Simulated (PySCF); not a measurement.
# C11H16O3S: the cost of one run

Programs: PySCF 2.14.0, with routines of our own; each step states its level. All values are computed. Atoms count from 0.

## 1. The starting structure

31 atoms, charge 0, multiplicity 1; geometry from: GFN2-xTB.

## 2. NMR shifts: GIAO KT3/pcSseg-1

Job settings and geometry (Å):

```
{"job": {"kind": "nmr", "xc": "KT3", "basis": "pcSseg-1", "pop": false}, "charge": 0, "multiplicity": 1}
C     -3.391550    -0.745782     1.585396
C     -2.903585     0.654608     1.231018
C     -3.282384     1.085615    -0.186799
C     -2.634795     0.226868    -1.270214
O     -1.216787     0.272567    -1.157563
S     -0.470117    -1.154010    -1.311557
O     -1.071509    -2.091369    -0.409229
O     -0.424422    -1.513571    -2.695666
C      1.127340    -0.648224    -0.736546
C      1.388868    -0.658057     0.617593
C      2.629473    -0.236589     1.065261
C      3.601996     0.189525     0.165752
C      4.937883     0.664176     0.648306
C      3.311584     0.182513    -1.196431
C      2.074022    -0.235133    -1.651503
H     -3.216078    -0.949192     2.639679
H     -2.860272    -1.495715     1.005408
H     -4.458741    -0.838769     1.393063
H     -3.331291     1.377851     1.930084
H     -1.816888     0.696835     1.327763
H     -2.973219     2.122093    -0.334948
H     -4.364752     1.028858    -0.318255
H     -2.908002     0.594044    -2.266074
H     -2.949988    -0.816738    -1.182416
H      0.626270    -1.008260     1.294943
H      2.849074    -0.242132     2.122633
H      5.729486     0.318452    -0.012662
H      4.962786     1.754252     0.656266
H      5.137855     0.313427     1.657517
H      4.063357     0.503753    -1.901728
H      1.827172    -0.261287    -2.700312
```

Method: GIAO KT3/pcSseg-1 NMR shielding, non-relativistic, gas phase.

Command:

```sh
> OMP_NUM_THREADS=1 python large_run.py task.json out
```

This one command runs all jobs of the session in turn.

Q: Estimate the wall time and peak memory of this job on 1 thread of Arm Neoverse N1, shared host.

About 48 s, with a peak of 0.57 GiB.
